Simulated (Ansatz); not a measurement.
# F2H3InOSi: up Jacob's ladder to CCSD(T)

How much do the methods differ for F2H3InOSi? The plan is to run it at one geometry with functionals of several rungs and with coupled cluster, and see how far each lands from CCSD(T) at the basis-set limit for the atomisation energy.

The runs use Ansatz 0.2.0, Gaussian basis; functionals in def2-TZVPP, the program's frozen cores in correlated methods.

Plan: LDA (SPW92), PBE-D4, revPBE-D4, BLYP-D4, r2SCAN-D4, B97M-V, PBE0-D4, B3LYP-D4, r2SCANh-D4, r2SCAN0-D4, HSE06-D4, BHLYP-D4, CAM-B3LYP-D4, LC-ωPBE, ωB97X-V, ωB97M-V, B2PLYP, PBE-QIDH; CCSD(T)/def2-SVP; CCSD(T)/def2-TZVPP; MP2/def2-QZVPP; extrapolation to the limit; RPA on PBE.

### Step 1. Structure used throughout

An earlier PBE0-D4 in a triple-zeta def2 set relaxation fixed the geometry. In takes the def2 core potential; no spin-orbit term is included.

SMILES `[F][In]([F])[O][SiH3]`, 8 atoms, charge 0, spin multiplicity 1.

Atoms are counted from 1 here; the program's logs count them from 0.

Bond lengths: F1–In2 1.928 Å, In2–F3 1.921 Å, In2–O4 1.942 Å, O4–Si5 1.643 Å, Si5–H6 1.489 Å, Si5–H7 1.488 Å, Si5–H8 1.484 Å. Angles: F1–In2–F3 116.7°, F1–In2–O4 121.9°, F3–In2–O4 121.4°, In2–O4–Si5 136.2°, O4–Si5–H6 110.9°, O4–Si5–H7 110.8°, O4–Si5–H8 107.7°, H6–Si5–H7 108.4°, H6–Si5–H8 109.5°, H7–Si5–H8 109.5°.

Coordinates:

```
F     0.5145   -1.7550    2.2131
In    1.0025   -1.4878    0.3671
F     2.2497   -2.7397   -0.3860
O     0.2755   -0.0261   -0.6848
Si   -0.7710    1.2143   -0.4288
H    -0.3331    2.0505    0.7222
H    -2.1386    0.7016   -0.1427
H    -0.7994    2.0422   -1.6601
```

### Step 2. LDA

This LDA is Slater exchange with PW92 correlation.

File in.yaml:

```yaml
crystal:
  periodic: [false, false, false]
  atoms:
    - {symbol: F, position_ang: [0.514458, -1.755038, 2.213074]}
    - {symbol: In, position_ang: [1.002471, -1.487778, 0.367135]}
    - {symbol: F, position_ang: [2.249692, -2.739678, -0.386002]}
    - {symbol: O, position_ang: [0.275468, -0.026090, -0.684833]}
    - {symbol: Si, position_ang: [-0.771038, 1.214322, -0.428794]}
    - {symbol: H, position_ang: [-0.333083, 2.050482, 0.722171]}
    - {symbol: H, position_ang: [-2.138558, 0.701583, -0.142674]}
    - {symbol: H, position_ang: [-0.799399, 2.042209, -1.660067]}
basis:
  gaussian: {orbitals: def2-TZVPP}
hamiltonian: {xc: lda}
output: {orbitals: {seedname: orbitals}}
```

On the command line:

```bash
> ansatz run in.yaml --threads 4 --pin off --events-out ev --progress --plain --max-ram 10444MiB
```

The runs that follow: PBE-D4 (GGA); revPBE-D4 (GGA); BLYP-D4 (GGA); r2SCAN-D4 (meta-GGA); B97M-V (meta-GGA); B3LYP-D4 (hybrid); r2SCANh-D4 (hybrid); r2SCAN0-D4 (hybrid); HSE06-D4 (hybrid); BHLYP-D4 (hybrid); CAM-B3LYP-D4 (range-separated); LC-ωPBE (range-separated); ωB97X-V (range-separated); ωB97M-V (range-separated); B2PLYP (double hybrid); PBE-QIDH (double hybrid); CCSD(T) in def2-SVP; CCSD(T) in def2-TZVPP; MP2 in def2-QZVPP; RPA on PBE orbitals.

Before running them: what should the planned runs give, taken together? Wanted: atomisation energy, CCSD(T)/CBS; farthest beyond LDA; mean size of error, GGA; mean size of error, meta-GGA; mean size of error, hybrid; mean size of error, range-separated; mean size of error, double hybrid; gap, smallest and largest; T1 diagnostic.

The runs gave:

```
                               quantity                                      value
        atomisation energy, CCSD(T)/CBS                              2591.0 kJ/mol
 functionals within 25.9 kJ/mol (1.0 %)                            PBE-D4, ωB97X-V
                    farthest beyond LDA                   BHLYP-D4 (-168.4 kJ/mol)
                mean size of error, GGA                                61.3 kJ/mol
           mean size of error, meta-GGA                                33.2 kJ/mol
             mean size of error, hybrid                               104.3 kJ/mol
    mean size of error, range-separated                                27.1 kJ/mol
      mean size of error, double hybrid                                80.1 kJ/mol
              gap, smallest and largest  3.37 eV (LDA (SPW92)), 11.16 eV (LC-ωPBE)
                          T1 diagnostic                                     0.0167
triples share of the correlation energy                                      3.1 %
```

What this shows: The LDA atomisation energy is off by 340.3 kJ/mol (13 %): it overbinds. PBE-D4 is off by -24.1 kJ/mol. Double hybrids carry the basis error of their MP2 part in triple zeta, and no dispersion term here, so their miss is partly the set-up's. Taken by rung, range-separated functionals do best (27.1 kJ/mol on average) and hybrid ones worst beyond LDA (104.3 kJ/mol). The gap between the best rungs is small, so their order is not settled. The mean of the hybrids holds BHLYP, with half exact exchange. The reference freezes the cores and leaves out spin-orbit coupling and excitations past (T), and its outer-core shells are covered unevenly, so misses under about 25.9 kJ/mol can't be ranked. All levels share the lack of spin-orbit coupling, which lowers the free heavy atoms and so the true binding. Hartree-Fock recovers 69 % of the binding; the rest is correlation. CCSD(T) in def2-SVP is off by -235.6 kJ/mol, worse than the median functional, from the basis alone. Orbital gaps span 3.4 to 11.2 eV; exact exchange widens them. Correlated methods include outer-core shells of In, which these sets cover unevenly.
